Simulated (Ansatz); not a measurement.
# La2Zr2O: from a guess to a relaxed structure

Aim: relax a trial structure of La2Zr2O and see where it ends.

Computed with Ansatz 0.2.0 (DFT PBE, scalar-relativistic, plane waves, PAW, unless a step's input says otherwise).

**1. The starting structure**

It takes space group I4/mmm (No. 139, tetragonal). The conventional cell has a = 3.965 Å, b = 3.965 Å, c = 13.500 Å, α = 90.00°, β = 90.00°, γ = 90.00°. La (site symmetry -4m2) has 4 Zr at 2.35 Å as nearest neighbours. Zr (site symmetry 4mm) is surrounded by 4 La at 2.35 Å. O (site symmetry 4/mmm) is surrounded by 8 Zr at 3.51 Å and 8 La at 3.91 Å.

As a file:

```
La Zr O
1.0
    -1.98230    1.98230    6.74984
     1.98230   -1.98230    6.74984
     1.98230    1.98230   -6.74984
La Zr O
2 2 1
Direct
  0.25000 0.75000 0.50000
  0.75000 0.25000 0.50000
  0.34400 0.34400 0.00000
  0.65600 0.65600 0.00000
  0.00000 0.00000 0.00000
```

The cell is invented: species swapped into a database cell of Ce2BiO2 (I4/mmm, No. 139), with Zr on the Ce sites, O on the Bi sites and La on the O sites. Lengths come from tabulated atomic sizes and are only a guess.

**2. A first look at the guess**

Contents of input.yaml:

```yaml
crystal:
  lattice:
    - [-1.98229977, 1.98229977, 6.7498439]
    - [1.98229977, -1.98229977, 6.7498439]
    - [1.98229977, 1.98229977, -6.7498439]
  atoms:
    - { symbol: La, position: [0.25, 0.75, 0.5] }
    - { symbol: La, position: [0.75, 0.25, 0.5] }
    - { symbol: Zr, position: [0.34400001, 0.34400001, 0.0] }
    - { symbol: Zr, position: [0.65599999, 0.65599999, 0.0] }
    - { symbol: O, position: [0.0, 0.0, 0.0] }
basis:
  ecutwfc: 420
kpoints:
  mp_grid: { grid: [6, 6, 6] }
hamiltonian:
  xc: pbe
scf:
  occupations: { method: gaussian, width: 0.1 }
  lower_state_search: "off"
output:
  forces: true
  stress: true
  eigenvalues: true
```

The run is started by

```sh
$ ansatz run input.yaml --threads 1 --pin off --max-ram 2560MiB --backend cpu --events-out ev --progress --plain --runs-dir out
```

The session goes on with these runs: coarse relaxation; spin check on a coarse mesh; full relaxation.

What does the calculation give? Wanted: conventional cell; volume; energy over the elements; gap on the mesh.

As calculated:

| quantity | value |
| --- | --- |
| symmetry at the end (tolerance 0.05 Å) | space group I4/mmm (No. 139) |
| conventional cell | a = 3.945 Å, b = 3.945 Å, c = 16.301 Å, α = 90.00°, β = 90.00°, γ = 90.00° |
| volume | 25.37 Å³/atom |
| energy over the elements (uncorrected; H, N, O, F and Cl as molecules) | +0.87 eV/atom |
| gap on the mesh | none (metal) |

The space group I4/mmm (No. 139) is kept, and the volume per atom grows by 19.6 % from the first guess. With a positive formation energy it can't be a ground state. No finished test with a distortion of lower symmetry is shown, so the end may be a saddle point. Spin-orbit coupling is left out for La. Other magnetic orders were not searched.
